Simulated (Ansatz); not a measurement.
**Ti5Si: tests of the settings**

This session on Ti5Si sets out to relax the cell with several choices of functional.

Program: Ansatz 0.2.0. Level of theory: DFT PBEsol, scalar-relativistic, plane waves, PAW for the base; runs at other levels say so in their headings and inputs, unless a step's input says otherwise. These are calculated values, not measurements.

1 further run of the same task is left out (set aside as unsound or not needed). Runs told in other sessions of the task aren't counted.

## (1) The starting structure

It takes space group R32 (No. 155, trigonal). The conventional cell has a = 5.046 Å, b = 5.046 Å, c = 13.323 Å, α = 90.00°, β = 90.00°, γ = 120.00°. Ti (site symmetry 3) has 9 Ti at 2.83 to 2.94 Å and 3 Si at 2.92 Å in its first shell of neighbours. Ti (site symmetry 2) is surrounded by 8 Ti at 2.69 to 2.88 Å and 2 Si at 2.71 Å. Si (site symmetry 32) is surrounded by 12 Ti at 2.71 to 2.92 Å.

Coordinates:

```cif
data_structure
_symmetry_space_group_name_H-M 'R32:H'
_symmetry_Int_Tables_number 155
_cell_length_a 5.0457
_cell_length_b 5.0457
_cell_length_c 13.3227
_cell_angle_alpha 90.000
_cell_angle_beta 90.000
_cell_angle_gamma 120.000
_cell_volume 293.74
loop_
_atom_site_label
_atom_site_type_symbol
_atom_site_symmetry_multiplicity
_atom_site_Wyckoff_symbol
_atom_site_fract_x
_atom_site_fract_y
_atom_site_fract_z
_atom_site_occupancy
Ti1 Ti 6 c 0.00000 0.00000 0.15144 1
Ti2 Ti 9 d 0.60535 0.00000 0.00000 1
Si1 Si 3 b 0.33333 0.66667 0.16667 1
```

The structure comes from the Materials Project (structure only); it is used as listed.

## (2) The base run, which the others are set against

Input file input.yaml:

```yaml
crystal:
  lattice:
    - [2.5228393509, 1.4565619783, 4.4409048145]
    - [-2.5228393509, 1.4565619783, 4.4409048145]
    - [0.0, -2.9131239567, 4.4409048145]
  atoms:
    - { symbol: Ti, position: [0.15143967, 0.15143967, 0.15143967] }
    - { symbol: Ti, position: [0.60535, 0.39465, 0.0] }
    - { symbol: Ti, position: [0.0, 0.60535, 0.39465] }
    - { symbol: Ti, position: [0.84856033, 0.84856033, 0.84856033] }
    - { symbol: Ti, position: [0.39465, 0.0, 0.60535] }
    - { symbol: Si, position: [0.5, 0.5, 0.5] }
basis:
  ecutwfc: 420
kpoints:
  mp_grid: { grid: [12, 12, 12] }
hamiltonian:
  xc: pbesol
scf:
  occupations: { method: gaussian, width: 0.1 }
output:
  forces: true
  stress: true
  eigenvalues: true
  populations: true
  write_density: true
  write_potential: true
  elf: true
  volumetric_format: npy
```

It was run beforehand and gave: -2165.4856 eV/atom at zero smearing, pressure -4.41 GPa, largest force 0.067 eV/Å, no gap on the mesh, in 7 SCF cycles and 86 s.

## (3) Relaxation, functional: LDA

Input file input.yaml:

```yaml
crystal:
  lattice:
    - [2.5228393509, 1.4565619783, 4.4409048145]
    - [-2.5228393509, 1.4565619783, 4.4409048145]
    - [0.0, -2.9131239567, 4.4409048145]
  atoms:
    - { symbol: Ti, position: [0.15143967, 0.15143967, 0.15143967] }
    - { symbol: Ti, position: [0.60535, 0.39465, 0.0] }
    - { symbol: Ti, position: [0.0, 0.60535, 0.39465] }
    - { symbol: Ti, position: [0.84856033, 0.84856033, 0.84856033] }
    - { symbol: Ti, position: [0.39465, 0.0, 0.60535] }
    - { symbol: Si, position: [0.5, 0.5, 0.5] }
basis:
  ecutwfc: 420
kpoints:
  mp_grid: { grid: [12, 12, 12] }
hamiltonian:
  xc: lda
scf:
  occupations: { method: gaussian, width: 0.1 }
output:
  forces: true
  stress: true
  eigenvalues: true
relax:
  adjacent_minimum: "off"
  f_tol: 0.01
  max_steps: 60
  cell: { stress_tol: 0.05 }
```

The run is started by

```console
> ansatz run input.yaml --threads 1 --pin off --max-ram 2560MiB --backend cpu --events-out ev --progress --plain --runs-dir out
```

## (4) Relaxation, functional: PBEsol

input.yaml: that of step 3 with these lines changed.

```diff
@@ -17,3 +17,3 @@
 hamiltonian:
-  xc: lda
+  xc: pbesol
 scf:
@@ -24,2 +24,6 @@
   eigenvalues: true
+  write_density: true
+  write_potential: true
+  elf: true
+  volumetric_format: npy
 relax:
```

## (5) Relaxation, functional: PBE

input.yaml: that of step 4 with these lines changed.

```diff
@@ -17,3 +17,3 @@
 hamiltonian:
-  xc: pbesol
+  xc: pbe
 scf:
@@ -24,6 +24,2 @@
   eigenvalues: true
-  write_density: true
-  write_potential: true
-  elf: true
-  volumetric_format: npy
 relax:
```

## (6) Relaxation, functional: r2SCAN

input.yaml: that of step 5 with these lines changed.

```diff
@@ -13,3 +13,3 @@
 basis:
-  ecutwfc: 420
+  ecutwfc: 500
 kpoints:
@@ -17,3 +17,3 @@
 hamiltonian:
-  xc: pbe
+  xc: r2scan
 scf:
```

(Steps that only read results are left out.)

What results come out of these runs, taken together? Wanted: relaxed volume by functional.

The runs gave:

| quantity | value |
| --- | --- |
| relaxed volume by functional (Å³/atom) | LDA: 15.22; PBEsol: 15.74; PBE: 16.33; r2SCAN: 16.17 |

In words: The relaxed volumes span 7.3 %, from LDA (smallest) to PBE (largest).
